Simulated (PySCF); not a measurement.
# A diatomic session: HoI

The task here is to estimate one member of a computed series from the others.

Program: PySCF 2.14.0. Level of theory: Ho x2c-SVPall, I x2c-SVPall, spin-free X2C with a Gaussian nucleus. These are calculated values, not measurements.

Set-up of the first run:

A driver script around PySCF takes these settings:

```
atoms                         : Ho, I
charge                        : 0
basis                         : Ho x2c-SVPall, I x2c-SVPall
Hamiltonian                   : spin-free X2C with a Gaussian nucleus
basis functions               : 121
electrons treated             : 120
masses in u                   : 164.9303, 126.9045
levels                        : PBE0, PBE, r²SCAN, M06-L, M06-2X, HF, MP2, SCS-MP2
grid                          : 80 radial by 434 angular points
occupations                   : held fixed by the projection of orbital angular momentum
dissociation limit            : Ho + I, each in its ground configuration
starting distance in angstrom : 2.805
values of 2S to try           : 2, 4, 6
```

Command:

```bash
$ OMP_NUM_THREADS=4 python dia.py task.json out
```

Among the steps run: Set-up; The PBE0 curve of the state that the search chose; Excited determinants; PBE; r²SCAN; M06-L (meta-GGA); M06-2X (hybrid meta-GGA); UHF (mean field).

One table of the session follows, with a row left open; its other results are not shown here.

Energy (eV) from each level's lowest point:

| R (Å) | UHF | UHF-MP2 | UHF-SCS-MP2 | PBE | r²SCAN |
| --- | --- | --- | --- | --- | --- |
| 2.495 | 1.342 | 0.816 | 0.914 | 0.714 | 0.776 |
| 2.611 | 0.690 | 0.345 | 0.408 | 0.289 | 0.326 |
| 2.727 | 0.297 | 0.097 | 0.130 | 0.072 | 0.091 |
| 2.814 | ? | ? | ? | ? | ? |
| 2.901 | 0.033 | 0.000 | 0.000 | 0.000 | 0.000 |
| 2.988 | 0.000 | 0.033 | 0.020 | 0.037 | 0.032 |
| 3.104 | 0.025 | 0.132 | 0.103 | 0.136 | 0.127 |
| 3.249 | 0.132 | 0.311 | 0.268 | 0.308 | 0.300 |
| 3.423 | 0.327 | 0.573 | 0.515 | 0.553 | 0.551 |
| 3.655 | 0.644 | 0.950 | 0.879 | 0.898 | 0.913 |

**Question.** Estimate the row for R (Å) = 2.814.

Worked estimate for «UHF». A straight line through the neighbours (2.727, 0.297) and (2.901, 0.033) gives 0.297 + (0.033 − 0.297) × (2.814 − 2.727) / (2.901 − 2.727) = 0.165; a parabola fitted to 4 rows on both sides gives 0.122.

The run gave: UHF: 0.126; UHF-MP2: 0.016; UHF-SCS-MP2: 0.031; PBE: 0.006; r²SCAN: 0.014. In «UHF» the line misses by +0.039 and the parabola by -0.004.

Caveats from the session: At some levels the lowest empty orbital lies below the highest filled one (the two can be of opposite spin).
